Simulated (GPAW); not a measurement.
Crystal: HfB.

```
Hf B
1.0
     0.00000    2.31000    2.31000
     2.31000    0.00000    2.31000
     2.31000    2.31000    0.00000
Hf B
1 1
Direct
  0.50000 0.50000 0.50000
  0.00000 0.00000 0.00000
```

Base run:

| Property | Result |
| --- | --- |
| Program | GPAW 26.7.0 |
| Functional | PBE |
| Potentials or basis | GPAW PAW data sets (gpaw-data 1.2.1) |
| Cutoff | 600 eV |
| Basis | pw |
| k mesh | 8 × 8 × 8 |
| Occupations | fermi-dirac, width 0.05 eV |
| Spin | no spin polarisation |
| Hubbard terms | Hf d U = 5 eV |

Its results: pressure 51.5 GPa.

The run is repeated on the same cell with these changes: potentials or basis from GPAW PAW data sets (gpaw-data 1.2.1) to PAW data sets generated in the run's folder for this functional; cutoff from 600 eV to 800 eV; hubbard terms from Hf d U = 5 eV to none. What comes out?

Pressure 32.2 GPa.

Caveats: a pressure of tens of GPa on the cell as given is suspect, and the run, the potentials or the cell itself is likely at fault; the cutoff is short for stress and forces, so pressures can be off by a GPa or more (some runs); U without spin polarisation on a metal has little footing (some runs); the U is typed as a test and isn't derived for this compound (some runs).
